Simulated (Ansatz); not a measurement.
# CH7NOSi: small, medium and large basis sets

How large a basis does CH7NOSi need? Two functionals are run in growing sets.

The runs use Ansatz 0.2.0, Gaussian basis; one geometry, several basis sets.

Plan: PBE0-D4/def2-SVP; ωB97M-V/def2-SVP; PBE0-D4/def2-QZVPP; ωB97M-V/def2-QZVPP; the functionals' def2-TZVPP values are taken from earlier runs.

### Step 1. Structure used throughout

An earlier PBE0-D4 in a triple-zeta def2 set relaxation fixed the geometry.

SMILES `CN[SiH2]O`, 11 atoms, charge 0, spin multiplicity 1.

Atoms are counted from 1 here; the program's logs count them from 0.

Bond lengths: C1–N2 1.446 Å, C1–H5 1.097 Å, C1–H6 1.093 Å, C1–H7 1.094 Å, N2–Si3 1.705 Å, N2–H8 1.008 Å, Si3–O4 1.652 Å, Si3–H9 1.479 Å, Si3–H10 1.489 Å, O4–H11 0.958 Å. Angles: N2–C1–H5 113.4°, N2–C1–H6 109.4°, N2–C1–H7 111.4°, H5–C1–H6 107.5°, H5–C1–H7 107.9°, H6–C1–H7 107.0°, C1–N2–Si3 125.5°, C1–N2–H8 113.7°, Si3–N2–H8 118.5°, N2–Si3–O4 118.0°, N2–Si3–H9 107.7°, N2–Si3–H10 105.4°, O4–Si3–H9 103.4°, O4–Si3–H10 108.6°, H9–Si3–H10 114.2°, Si3–O4–H11 117.8°.

As a file:

```xyz
11
charge 0, multiplicity 1
C    -1.1100    1.0702   -0.2697
N    -0.6156   -0.0292    0.5287
Si    0.9737   -0.6454    0.4897
O     1.3534   -1.7343   -0.6928
H    -1.6405    0.7470   -1.1742
H    -0.2704    1.6946   -0.5861
H    -1.7857    1.7095    0.3070
H    -1.3440   -0.6020    0.9249
H     1.1905   -1.4069    1.7391
H     1.8553    0.5446    0.3401
H     1.4586   -1.4050   -1.5861
```

### Step 2. PBE0-D4 in def2-SVP

File in.yaml:

```yaml
crystal:
  periodic: [false, false, false]
  atoms:
    - {symbol: C, position_ang: [-1.110041, 1.070246, -0.269718]}
    - {symbol: N, position_ang: [-0.615588, -0.029206, 0.528698]}
    - {symbol: Si, position_ang: [0.973716, -0.645376, 0.489722]}
    - {symbol: O, position_ang: [1.353392, -1.734323, -0.692835]}
    - {symbol: H, position_ang: [-1.640544, 0.746958, -1.174166]}
    - {symbol: H, position_ang: [-0.270416, 1.694601, -0.586123]}
    - {symbol: H, position_ang: [-1.785675, 1.709471, 0.306974]}
    - {symbol: H, position_ang: [-1.343985, -0.602044, 0.924861]}
    - {symbol: H, position_ang: [1.190481, -1.406913, 1.739150]}
    - {symbol: H, position_ang: [1.855315, 0.544623, 0.340092]}
    - {symbol: H, position_ang: [1.458646, -1.405037, -1.586056]}
basis:
  gaussian: {orbitals: def2-SVP}
hamiltonian: {xc: pbe0, dispersion: d4}
output: {orbitals: {seedname: orbitals}}
```

Run with:

```console
> ansatz run in.yaml --threads 2 --pin off --events-out ev --progress --plain --max-ram 4352MiB
```

After this run come: ωB97M-V in def2-SVP; PBE0-D4 in def2-QZVPP; ωB97M-V in def2-QZVPP.

Before running them: what should the planned runs give, taken together? Wanted: PBE0-D4: double and triple zeta above quadruple; ωB97M-V: double and triple zeta above quadruple.

**Answer**, as computed:

| quantity | value |
| --- | --- |
| PBE0-D4: double and triple zeta above quadruple | 9.17, 0.57 eV |
| ωB97M-V: double and triple zeta above quadruple | 9.37, 0.54 eV |

In words: PBE0-D4 gains 8.61 eV from double to triple zeta, then 0.57 eV more. Total energies overstate the basis error of differences, where much of it tends to cancel. The LUMO of ωB97M-V is positive and keeps falling with the basis (3.04 to 1.48 eV): an unbound level that the basis holds in place.
